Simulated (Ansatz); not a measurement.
Consider a comparison of norm-conserving and PAW potentials of Rb, space group I4/mmm (the Python package of Ansatz (0.2.0)).

The script, `nc_paw.py`:
```python
'''Norm-conserving against PAW potentials for Rb.'''

import ansatz as az
import numpy as np


def count_gap(report):
    # lowest empty less highest filled band, counting bands; zero where they overlap
    return max(report.get('gap_by_band_count_ev') or 0.0, 0.0)

cell = (
    az.Lattice.from_parameters(4.991573, 4.991573, 4.991573, alpha=107.41609, beta=107.41609, gamma=113.66464)
    .atom('Rb', (0.0, 0.0, 0.0))
)

calculation = (
    cell.calculation()
    .kpoints(6)
    .occupations('cold', width=0.01)
    .mixing('anderson', preconditioner='resta')
    .functional('lda')
    .stress()
    .forces()
    .band_table()
)
variants = {
    'PAW': calculation.pseudopotentials('paw'),
    'norm-conserving': calculation.pseudopotentials('nc'),
}
# totals differ by the cores that each treatment holds, so compare what does not depend on them
rows = []
for label, variant in variants.items():
    summary = variant.run(threads=1).report
    levels = np.array(summary['eigenvalues_ev'][0]) - summary['fermi_energy_ev']
    print(label, 'levels at the first k-point near E_F:', np.round(levels[np.abs(levels) < 5], 3))
    rows.append((label, summary['n_electrons'], np.trace(summary['stress_gpa']) / 3, count_gap(summary)))
lines = [','.join(['treatment', 'electrons in bands', 'P GPa', 'gap by band count eV'])] + [','.join(f'{v:.4f}' if isinstance(v, float) else str(v) for v in row) for row in rows]
print('\n'.join(lines))
with open('nc_paw.csv', 'w') as handle:
    handle.write('\n'.join(lines) + '\n')
```

How well do the two treatments of the cores agree on the pressure?

PAW gives -0.479 GPa and norm-conserving -0.479 GPa, 0.001 GPa apart. They took 1.2 and 1.5 s of processor time.

What the script printed:

Running `python nc_paw.py` prints:
```text
DeckWarning: basis.ecutwfc = 420 eV, auto-derived from the records' recommended cutoffs: set by Rb (normal level)
PAW levels at the first k-point near E_F: [-1.937  3.283  3.681  3.681  4.192]
DeckWarning: basis.ecutwfc = 571.439111 eV, auto-derived from the records' recommended cutoffs: set by Rb (normal level)
norm-conserving levels at the first k-point near E_F: [-1.937  3.284  3.682  3.682  4.193]
treatment,electrons in bands,P GPa,gap by band count eV
PAW,9.0000,-0.4786,0.0000
norm-conserving,9.0000,-0.4793,0.0000
```
(Warnings from the package without file and line.)

What to keep in mind:
- The settings weren't tested for convergence.
- The computed bands are complete only to about 3.3 eV above the Fermi level.
- The mesh is modest for a metal, so energies can be off by several to tens of meV an atom and pressures by half a GPa or more; differences at equal mesh fare better.
- A gap by band count of zero or less means overlapping bands, a metal, and at an odd count of electrons it is no gap at all.
- This isn't the structure that Rb takes at ambient conditions.
- Levels are Kohn-Sham eigenvalues on this mesh, without spin-orbit coupling.
- Stress is positive in compression.
- Finished in 3.2 s on 1 thread of Arm Neoverse V2 (shared host), peak memory 0.37 GiB.

(A comment or docstring line of the script was reworded after the run, the code is as it ran; lines on the test bed's own set-up are left out of the output.)
